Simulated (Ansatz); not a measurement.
HfMoC2:

```
CELL_PARAMETERS angstrom
3.19142 0.00000 0.00000
0.00000 3.19142 0.00000
0.00000 0.00000 4.48516
ATOMIC_POSITIONS crystal
Hf 0.00000 0.00000 0.00000
Mo 0.50000 0.50000 0.50000
C 0.50000 0.50000 0.00000
C 0.00000 0.00000 0.50000
```

The cell comes from a database or a generator and needn't be the stable form of this composition.

| Quantity | Value |
| --- | --- |
| Program | Ansatz 0.2.0 |
| Task | relaxation of cell and atoms |
| Functional | PBEsol |
| Potentials or basis | Ansatz PAW |
| Cutoff | 420 eV (not typed: the program's choice for these potentials) |
| k mesh | 8 × 8 × 6 |
| Occupations | fermi-dirac, width 0.05 eV |
| Spin | no spin polarisation |
| Hubbard terms | Hf d U = 4 eV, Mo d U = 4 eV |

At the start: volume 11.42 Å³/atom.

Problem. How do energy, volume and symmetry change on relaxing?

Solution. It ends after 6 steps and the volume is 11.23 Å³/atom (-1.7 %); space group P4/mmm (No. 123, to 0.05 Å).

Step by step:
```
step  energy change (eV)  largest force (eV/Å)  volume (Å³)
   1              0.0000                0.0000        45.68
   2             -0.0122                0.0000        44.55
   3             -0.0142                0.0000        44.90
   4             -0.0144                0.0000        44.91
   5             -0.0144                0.0000        44.91
   6             -0.0131                0.0000        44.91
```

Final structure:
```
Hf Mo C
1.0
     3.18047    0.00000    0.00000
     0.00000    3.18047    0.00000
     0.00000    0.00000    4.43936
Hf Mo C
1 1 2
Direct
  0.00000 0.00000 0.00000
  0.50000 0.50000 0.50000
  0.50000 0.50000 0.00000
  0.00000 0.00000 0.50000
```

Caveat: the plane-wave basis is chosen anew once the cell has moved, so the energies of steps on either side of that aren't comparable; U without spin polarisation on a metal has little footing; the PAW data sets come from PBE, with cores solved anew for the run's functional, which leaves a small shift of forces and pressure; the U is typed as a test and isn't derived for this compound.
